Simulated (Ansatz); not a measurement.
**ZrH₃ (quartet): wave-function methods side by side, def2-SVP**

The task here is to estimate one member of a computed series from the others.

Method: def2-SVP, core rule «outside noble gas», up to 4 orbitals frozen; program: Ansatz 0.2.0, Gaussian basis.

Plan: UHF; CCSD(T) on ROHF; CCSD(T) on UHF; CISD; CCSDT(Q) on ROHF; CCSDT(Q) on UHF.

29 further runs of the same task are left out: 13 for a known fault of the program, 8 that didn't finish, 8 set aside as unsound or not needed.

## The geometry

The geometry is a PBE0/def2-TZVP stationary point (not a proven minimum) of the parent state, kept for this charge and spin. No spin-orbit coupling is included. Elements past krypton take def2 core potentials.

4 atoms, charge 0, spin multiplicity 4.

Atoms are counted from 1 here; the program's logs count them from 0.

Bond lengths: Zr1–H2 1.860 Å, Zr1–H3 1.860 Å, Zr1–H4 1.860 Å. Angles: H2–Zr1–H3 120.0°, H2–Zr1–H4 120.0°, H3–Zr1–H4 120.0°.

The first run:

Contents of in.yaml:

```yaml
crystal:
  periodic: [false, false, false]
  atoms:
    - {symbol: Zr, position_ang: [0.000000, 0.000000, 0.000000]}
    - {symbol: H, position_ang: [1.859864, 0.018007, 0.007700]}
    - {symbol: H, position_ang: [-0.945522, 1.601699, -0.004900]}
    - {symbol: H, position_ang: [-0.914341, -1.619706, -0.002800]}
basis:
  gaussian: {orbitals: def2-SVP}
magnetization: {spin_polarized: true, initial_magnetization: 3}
hamiltonian: {xc: hf}
output: {orbitals: {seedname: orbitals}}
```

The run is started by

```sh
> ansatz run in.yaml --threads 1 --pin off --events-out ev --progress --plain --max-ram 2393MiB
```

Steps of the session up to this table: UHF; CCSD(T) on ROHF; CCSD(T) on UHF; CISD; CCSDT(Q) on ROHF; CCSDT(Q) on UHF.

One of the session's tables, all rows but one given; the rest of the session is left out.

It belongs to the step «Misses and costs». 

| method | from RCCSDT(Q) (kcal/mol) |
| --- | --- |
| ROHF | +61.07 |
| UHF | ? |
| RMP2 | +16.88 |
| UMP2 | +15.43 |
| RCCSD | +2.69 |
| UCCSD | +1.47 |
| RCCSD(T) | +1.18 |
| UCCSD(T) | -0.02 |
| RCCSDT | +0.16 |
| UCCSDT | -0.98 |
| RCCSDT(Q) | 0 |
| UCCSDT(Q) | -1.11 |

Estimate the missing values for UHF.

As computed: from RCCSDT(Q) (kcal/mol): +59.07. In the column «from RCCSDT(Q) (kcal/mol)» it lies between RMP2 (+16.88) and ROHF (+61.07).

Not comparable, so not listed: CISD (they don't share determinant, frozen orbitals or solution with the rows shown, or repeat one).

Limits of these values: Restricted and unrestricted rows rest on different reference determinants; where their highest levels disagree by more than a few hundredths of an eV, they describe different states and don't form one ladder.
